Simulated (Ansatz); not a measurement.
Crystal: Hf2Pd2Se2Br2O3.

```
Hf Pd Se Br O
1.0
     5.76069    0.00496   -0.00286
    -0.52750    5.84664    0.03413
    -1.48435   -0.92642    6.64586
Hf Pd Se Br O
2 2 2 2 3
Direct
  0.74540 0.39602 0.34989
  0.28763 0.45322 0.59401
  0.90854 0.13294 0.84849
  0.25249 0.90323 0.35874
  0.63469 0.40355 0.93716
  0.62597 0.78174 0.53023
  0.85273 0.99089 0.15355
  0.22526 0.82084 0.86223
  0.96040 0.28925 0.59026
  0.43233 0.24524 0.40864
  0.07457 0.58308 0.36682
```

The cell was built by a generator and needn't be a form met in nature.

* Program: Ansatz 0.2.0
* Task: relaxation of cell and atoms
* Functional: PBE
* Dispersion: D4
* Potentials or basis: Ansatz PAW
* Cutoff: 420 eV (not typed: the program's choice for these potentials)
* k mesh: 4 × 4 × 3
* Occupations: fermi-dirac, width 0.05 eV
* Spin: no spin polarisation

At the start: volume 20.36 Å³/atom.

Question: How do energy, volume and symmetry change on relaxing?

Answer: It ends after 13 steps and the volume is 19.84 Å³/atom (-2.6 %); space group P1 (No. 1, to 0.05 Å).

The path:
```csv
step,energy change (eV),largest force (eV/Å),volume (Å³)
1,0.0000,0.1062,224.01
2,-0.0327,0.1387,220.30
3,-0.0407,0.0921,218.70
4,-0.0423,0.1365,218.37
5,-0.0432,0.0570,218.37
6,-0.0434,0.0327,218.36
7,-0.0435,0.0210,218.36
8,-0.0436,0.0114,218.35
9,-0.0436,0.0049,218.34
10,-0.0372,0.0048,218.34
11,-0.0374,0.0148,218.22
12,-0.0374,0.0025,218.24
13,-0.0373,0.0025,218.24
```

Final structure:
```
Hf Pd Se Br O
1.0
     5.71672    0.00323   -0.01394
    -0.52526    5.80600    0.01777
    -1.48555   -0.93884    6.57570
Hf Pd Se Br O
2 2 2 2 3
Direct
  0.74390 0.39466 0.34798
  0.28921 0.45509 0.59388
  0.91287 0.13613 0.85420
  0.25021 0.90268 0.35769
  0.63247 0.40514 0.93697
  0.62804 0.78329 0.52777
  0.84661 0.98536 0.15347
  0.23158 0.82137 0.86790
  0.96160 0.29074 0.59159
  0.42989 0.24340 0.40549
  0.07362 0.58214 0.36309
```

Caveat: the plane-wave basis is chosen anew once the cell has moved, so the energies of steps on either side of that aren't comparable.
